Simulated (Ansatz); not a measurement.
# Si2NH6F (SMILES F[SiH2]N[SiH3]): B3LYP/cc-pVDZ

What is the vertical singlet–triplet gap of Si2NH6F at B3LYP/cc-pVDZ? 

Program for the calculation: Ansatz 0.2.0.

69 further runs of the same task are left out: 69 set aside as unsound or not needed.

## (1) The molecule

The species is Si2NH6F (10 atoms), meant as a singlet with charge 0. SMILES: `F[SiH2]N[SiH3]`. The coordinates come from a PBE0-D4/def2-TZVP relaxation. This is one conformer, not always the lowest.

Bond lengths: F1–Si2 1.602 Å, Si2–N3 1.706 Å, N3–Si4 1.733 Å, Si2–H5 1.480 Å, Si2–H6 1.478 Å, N3–H7 1.011 Å, Si4–H8 1.487 Å, Si4–H9 1.487 Å, Si4–H10 1.483 Å. Some angles: F1–Si2–N3 112.6°, Si2–N3–Si4 128.2°, F1–Si2–H5 106.0°, F1–Si2–H6 106.5°, N3–Si2–H5 109.3°, N3–Si2–H6 108.9°, Si2–N3–H7 115.6°, Si4–N3–H7 115.9°, N3–Si4–H8 110.9°, N3–Si4–H9 112.0°.

## (2) A single-point energy at B3LYP/cc-pVDZ

Contents of run.yaml:

```yaml
crystal:
  periodic: [false, false, false]
  atoms:
    - {symbol: F, position_ang: [-1.561500, 0.994300, -1.776700]}
    - {symbol: Si, position_ang: [-0.375000, 1.301800, -0.745900]}
    - {symbol: N, position_ang: [0.514800, -0.094800, -0.335900]}
    - {symbol: Si, position_ang: [0.194800, -1.236100, 0.928700]}
    - {symbol: H, position_ang: [0.517200, 2.267200, -1.426700]}
    - {symbol: H, position_ang: [-1.010100, 1.839400, 0.475900]}
    - {symbol: H, position_ang: [1.264300, -0.336200, -0.970000]}
    - {symbol: H, position_ang: [1.391500, -1.422100, 1.791600]}
    - {symbol: H, position_ang: [-0.186300, -2.569800, 0.392000]}
    - {symbol: H, position_ang: [-0.924400, -0.683300, 1.730300]}
basis:
  gaussian: {orbitals: cc-pVDZ}
hamiltonian: {xc: {name: B3LYP}}
accuracy: high
output: {orbitals: {seedname: orbitals}}
```

Started as:

```console
$ ansatz run run.yaml --threads 1 --pin off --max-ram 3480MiB --events-out events.jsonl --progress --plain --runs-dir runs
```

What it wrote:

```text
Warning: RAYON_NUM_THREADS=1 ignored (pool sized by the plan → 1); use --threads N
Functional definition: B3LYP
  name "B3LYP"
  parameter a0 = 0.2
  parameter ax = 0.72
  parameter ac = 0.81
  exchange = (1 - a0 - ax)*slater_x + ax*b88_x + a0*exact_x
  correlation = (1 - ac)*vwn_rpa_c + ac*lyp_c
2240 factors; integrals over basis functions are off by at most 3.7e-9 eV
mean field evaluation 1: about -20056.6115 eV, gradient 6.0e1 eV
mean field evaluation 2: about -20045.0402 eV, gradient 9.2e1 eV
mean field evaluation 4: about -20063.1787 eV, gradient 5.2e0 eV
mean field evaluation 8: about -20063.3516 eV, gradient 1.7e-1 eV
mean field evaluation 16: about -20063.3517 eV, gradient 1.3e-5 eV
mean field -20063.35171980 eV, -737.3145762743 hartree, gradient 4.5e-8 eV, S^2 0.000000; 0 other end points of the search recorded, 0 dependent functions left out
reference -20063.35176369 eV, -737.3145778873 hartree; 25, 25 occupied and 69, 69 virtual orbitals, 2240 factors
Total energy: -20063.35176369 eV, -737.3145778873 hartree
```

Wall time 7.5 s (1 thread of Intel Xeon Platinum 8488C (Sapphire Rapids), shared host); peak memory 0.36 GiB.

## (3) The triplet, same level

Contents of input.yaml:

```yaml
crystal:
  periodic: [false, false, false]
  atoms:
    - {symbol: F, position_ang: [-1.561500, 0.994300, -1.776700]}
    - {symbol: Si, position_ang: [-0.375000, 1.301800, -0.745900]}
    - {symbol: N, position_ang: [0.514800, -0.094800, -0.335900]}
    - {symbol: Si, position_ang: [0.194800, -1.236100, 0.928700]}
    - {symbol: H, position_ang: [0.517200, 2.267200, -1.426700]}
    - {symbol: H, position_ang: [-1.010100, 1.839400, 0.475900]}
    - {symbol: H, position_ang: [1.264300, -0.336200, -0.970000]}
    - {symbol: H, position_ang: [1.391500, -1.422100, 1.791600]}
    - {symbol: H, position_ang: [-0.186300, -2.569800, 0.392000]}
    - {symbol: H, position_ang: [-0.924400, -0.683300, 1.730300]}
basis:
  gaussian:
    orbitals: cc-pVDZ
magnetization:
  spin_polarized: true
  initial_magnetization: 2
hamiltonian:
  xc: {name: B3LYP}
accuracy: high
output: {orbitals: {seedname: orbitals}}
```

Started as:

```console
$ ansatz run input.yaml --threads 1 --pin off --max-ram 3480MiB --events-out events.jsonl --progress --plain --runs-dir runs
```

What it wrote, shortened:

```text
Warning: RAYON_NUM_THREADS=1 ignored (pool sized by the plan → 1); use --threads N
[... 7 set-up lines as earlier in the session ...]
2240 factors; integrals over basis functions are off by at most 3.7e-9 eV
mean field evaluation 1: about -20050.2412 eV, gradient 4.0e1 eV
mean field evaluation 2: about -20035.3939 eV, gradient 6.7e1 eV
mean field evaluation 4: about -20056.1689 eV, gradient 9.6e0 eV
mean field evaluation 8: about -20056.9004 eV, gradient 6.7e-1 eV
mean field evaluation 16: about -20056.9076 eV, gradient 4.2e-3 eV
mean field evaluation 32: about -20056.9076 eV, gradient 3.5e-7 eV
mean field -20056.90756674 eV, -737.0777580174 hartree, gradient 3.3e-8 eV, S^2 2.005755; 2 other end points of the search recorded, 0 dependent functions left out
reference -20056.90761225 eV, -737.0777596899 hartree; 26, 24 occupied and 68, 70 virtual orbitals, 2240 factors
Total energy: -20056.90761225 eV, -737.0777596899 hartree
```

Wall time 19 s (1 thread of Intel Xeon Platinum 8488C (Sapphire Rapids), shared host); peak memory 0.52 GiB.

## (4) Summary of results

At B3LYP/cc-pVDZ:

| quantity | value |
| --- | --- |
| singlet: total energy | -737.31458 Eh |
| singlet: HOMO energy | -7.64 eV |
| singlet: LUMO energy | 0.34 eV |
| singlet: HOMO–LUMO gap | 7.98 eV |
| triplet: total energy | -737.07776 Eh |
| triplet: HOMO energy (highest over α and β) | -1.64 eV |
| triplet: ⟨S²⟩ | 2.006 |
| vertical energy of the triplet above the singlet | 6.444 eV |

**Reading.** At this shape the triplet lies 6.44 eV (149 kcal/mol) above the singlet.
